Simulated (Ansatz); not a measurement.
# ClGeH6N3: how energies converge with the basis set

How large a basis does ClGeH6N3 need? Two functionals are run in growing sets.

Method: one geometry, several basis sets; program: Ansatz 0.2.0, Gaussian basis.

Levels to be run: PBE0-D4/def2-SVP; ωB97M-V/def2-SVP; PBE0-D4/def2-QZVPP; ωB97M-V/def2-QZVPP; the functionals' def2-TZVPP values are taken from earlier runs.

## 1. Structure used throughout

All runs share one geometry, relaxed beforehand with PBE0-D4 in a triple-zeta def2 set.

SMILES `[NH2][Ge]([NH2])([NH2])[Cl]`, 11 atoms, charge 0, spin multiplicity 1.

Atoms are counted from 1 here; the program's logs count them from 0.

Bond lengths: N1–Ge2 1.818 Å, N1–H6 1.009 Å, N1–H7 1.009 Å, Ge2–N3 1.819 Å, Ge2–N4 1.818 Å, Ge2–Cl5 2.148 Å, N3–H8 1.010 Å, N3–H9 1.009 Å, N4–H10 1.009 Å, N4–H11 1.009 Å. Angles: Ge2–N1–H6 116.3°, Ge2–N1–H7 115.5°, H6–N1–H7 110.7°, N1–Ge2–N3 112.6°, N1–Ge2–N4 112.1°, N1–Ge2–Cl5 106.3°, N3–Ge2–N4 112.7°, N3–Ge2–Cl5 105.9°, N4–Ge2–Cl5 106.6°, Ge2–N3–H8 116.1°, Ge2–N3–H9 115.5°, H8–N3–H9 110.5°, Ge2–N4–H10 115.7°, Ge2–N4–H11 116.5°, H10–N4–H11 110.8°.

## 2. PBE0-D4 in def2-SVP

The input, in.yaml:

```yaml
crystal:
  periodic: [false, false, false]
  atoms:
    - {symbol: N, position_ang: [-1.443736, 0.864688, -0.455171]}
    - {symbol: Ge, position_ang: [0.219896, 0.348760, 0.066227]}
    - {symbol: N, position_ang: [0.212390, -0.539219, 1.654082]}
    - {symbol: N, position_ang: [1.095486, -0.561280, -1.242248]}
    - {symbol: Cl, position_ang: [1.333561, 2.153807, 0.407713]}
    - {symbol: H, position_ang: [-2.001323, 1.342997, 0.237067]}
    - {symbol: H, position_ang: [-1.989452, 0.158771, -0.926201]}
    - {symbol: H, position_ang: [1.112731, -0.837177, 2.000258]}
    - {symbol: H, position_ang: [-0.461427, -1.286533, 1.731364]}
    - {symbol: H, position_ang: [0.906100, -1.551023, -1.288399]}
    - {symbol: H, position_ang: [1.080976, -0.150688, -2.164093]}
basis:
  gaussian: {orbitals: def2-SVP}
hamiltonian: {xc: pbe0, dispersion: d4}
output: {orbitals: {seedname: orbitals}}
```

The run is started by

```
ansatz run in.yaml --threads 4 --pin off --events-out ev --progress --plain --max-ram 11315MiB
```

The runs that follow: ωB97M-V in def2-SVP; PBE0-D4 in def2-QZVPP; ωB97M-V in def2-QZVPP.

**Question.** What will the summary of the whole plan be? Wanted: PBE0-D4: double and triple zeta above quadruple; ωB97M-V: double and triple zeta above quadruple.

**Answer**, as computed:

| quantity | value |
| --- | --- |
| PBE0-D4: double and triple zeta above quadruple | 19.08, 1.89 eV |
| ωB97M-V: double and triple zeta above quadruple | 19.13, 1.82 eV |

**Reading.** For PBE0-D4 the step from double to triple zeta gains 17.19 eV and the next only 1.89 eV. Total energies overstate the basis error of differences, where much of it tends to cancel. The LUMO of ωB97M-V is positive and keeps falling with the basis (2.45 to 1.06 eV): an unbound level that the basis holds in place.
